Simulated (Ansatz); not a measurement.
Crystal: CsLiCr2Te2S3.

```
CELL_PARAMETERS angstrom
3.42162 -5.18069 0.00784
3.42162 5.18069 0.00784
-2.90411 0.00000 7.43093
ATOMIC_POSITIONS crystal
Cs 0.09374 0.09374 0.00853
Li 0.58875 0.58875 0.55336
Cr 0.05646 0.46755 0.55790
Cr 0.46755 0.05646 0.55790
Te 0.56486 0.87357 0.29035
Te 0.87357 0.56486 0.29035
S 0.81151 0.39697 0.73347
S 0.39697 0.81151 0.73347
S 0.21404 0.21404 0.48371
```

The cell was built by a generator and needn't be a form met in nature.

- Program: Ansatz 0.2.0
- Task: relaxation of cell and atoms
- Functional: r2SCAN
- Dispersion: D4
- Potentials or basis: Ansatz PAW
- Cutoff: 500 eV (not typed: the program's choice for these potentials)
- k mesh: 4 × 4 × 3
- Occupations: fermi-dirac, width 0.05 eV
- Spin: collinear spin, ferromagnetic start
- Starting moments: [0.0, 0.0, 3.0, 3.0, 0.0, 0.0, 0.0, 0.0, 0.0] μB

At the start: volume 29.30 Å³/atom.

How do energy, volume and symmetry change on relaxing?

It ends after 8 steps and the volume is 27.93 Å³/atom (-4.7 %); space group Cm (No. 8, to 0.05 Å); moment 4.09 μB per cell.

The path:
```
step  energy change (eV)  largest force (eV/Å)  volume (Å³)
   1              0.0000                0.1584       263.68
   2             -0.0262                0.0730       259.40
   3             -0.0419                0.0521       250.76
   4             -0.0436                0.0303       250.93
   5             -0.0452                0.0279       251.58
   6             -0.0456                0.0136       251.63
   7             -0.0458                0.0057       251.38
   8             -0.0442                0.0057       251.38
```

Final structure:
```
Cs Li Cr Te S
1.0
     3.41587   -5.19396    0.02119
     3.41587    5.19396    0.02119
    -2.86941    0.00000    7.06655
Cs Li Cr Te S
1 1 2 2 3
Direct
  0.09636 0.09636 0.99916
  0.58794 0.58794 0.55840
  0.06109 0.47337 0.56086
  0.47337 0.06109 0.56086
  0.55253 0.85667 0.27596
  0.85667 0.55253 0.27596
  0.81795 0.40856 0.74502
  0.40856 0.81795 0.74502
  0.21297 0.21297 0.48780
```

Caveat: the magnetic or orbital state may not be the lowest; the plane-wave basis is chosen anew once the cell has moved, so the energies of steps on either side of that aren't comparable; only a ferromagnetic start was run, and an antiferromagnetic order may lie lower in energy; pairwise dispersion overbinds metals, which lowers pressure and volume; the PAW data sets come from PBE, with cores solved anew for the run's functional, which leaves a small shift of forces and pressure.
